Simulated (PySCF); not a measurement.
# C4F9I (transoidal 1-Iodononafluorobutane): the cost of one run

Computed with PySCF 2.14.0 and routines of our own; the level stands in each step. Atoms count from 0.

### 1 The system as given

14 atoms, charge 0, multiplicity 1; geometry from: GFN2-xTB.

### 2 Optimising the geometry at PBE0-D3(BJ)/def2-SVP

Job settings and geometry (Å):

```
{"job": {"xc": "PBE0", "basis": "def2-SVP", "d3": "d3bj", "grid": 1, "maxiter": 30, "shake": 0.01, "kind": "geom"}, "charge": 0, "multiplicity": 1}
F     -1.652620    -0.406660     1.400860
C     -1.548260     0.592260     0.504910
F     -2.773710     1.002980     0.151880
F     -0.882120     1.614600     1.087630
C     -0.762220     0.114700    -0.765060
F     -1.591380    -0.621480    -1.507090
F     -0.422640     1.200640    -1.482790
C      0.540240    -0.713860    -0.473000
F      1.082900    -1.011880    -1.633710
F      0.165020    -1.886060     0.110890
C      1.564940    -0.034700     0.446640
F      1.108880     0.026490     1.694830
F      1.757870     1.234570     0.029770
I      3.405930    -1.126680     0.426480
```

Command:

```bash
> OMP_NUM_THREADS=1 python heavy_run.py task.json out
```

The driver reads the jobs from task.json and runs them one after another.

Q: Estimate the wall time and peak memory of this first job on 1 thread of AMD EPYC 7R43, shared host.

About 3.8 min, with a peak of 1.2 GiB.
